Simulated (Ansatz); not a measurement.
# ScAgTe2: the cost of one run

Program: Ansatz 0.2.0. Level of theory: reference: DFT, HSE06, plane waves, PAW. These are calculated values, not measurements.

## Step 1: Starting point

The structure is trigonal, space group R-3m (No. 166). The conventional cell has a = 4.212 Å, b = 4.212 Å, c = 21.017 Å, α = 90.00°, β = 90.00°, γ = 120.00°. Ag (site symmetry -3m) is surrounded by 6 Te at 3.04 Å. Sc (site symmetry -3m) has 6 Te at 2.95 Å as nearest neighbours. Te (site symmetry 3m) is surrounded by 3 Sc at 2.95 Å and 3 Ag at 3.04 Å.

Structure file:

```cif
data_structure
_symmetry_space_group_name_H-M 'R-3m:H'
_symmetry_Int_Tables_number 166
_cell_length_a 4.2120
_cell_length_b 4.2120
_cell_length_c 21.0169
_cell_angle_alpha 90.000
_cell_angle_beta 90.000
_cell_angle_gamma 120.000
_cell_volume 322.91
loop_
_atom_site_label
_atom_site_type_symbol
_atom_site_symmetry_multiplicity
_atom_site_Wyckoff_symbol
_atom_site_fract_x
_atom_site_fract_y
_atom_site_fract_z
_atom_site_occupancy
Ag1 Ag 3 a 0.00000 0.00000 0.00000 1
Sc1 Sc 3 b 0.66667 0.33333 0.83333 1
Te1 Te 6 c 0.33333 0.66667 0.91321 1
```

## Step 2: Baseline

input.yaml reads:

```yaml
crystal:
  lattice:
    - [2.1060068629, 1.2159036292, 7.0056316329]
    - [-2.1060068629, 1.2159036292, 7.0056316329]
    - [0.0, -2.4318072584, 7.0056316329]
  atoms:
    - { symbol: Ag, position: [1.0, 0.0, 0.0] }
    - { symbol: Sc, position: [0.5, 0.5, 0.5] }
    - { symbol: Te, position: [0.2465396917, 0.2465396917, 0.2465396917] }
    - { symbol: Te, position: [0.7534603083, 0.7534603083, 0.7534603083] }
kpoints:
  mp_grid: { grid: [4, 4, 4] }
hamiltonian:
  xc: hse06
scf:
  occupations: { method: fixed }
  n_extra_bands: 5
output:
  forces: true
  stress: true
  eigenvalues: true
```

Command:

```bash
$ ansatz run input.yaml --threads 4 --pin off --max-ram 3686MiB --backend cpu --events-out ev --progress --plain --runs-dir out
```

What time and memory should one allow on 4 threads of Arm Neoverse V1, shared host?

About 30 s, with a peak of 2.2 GiB.
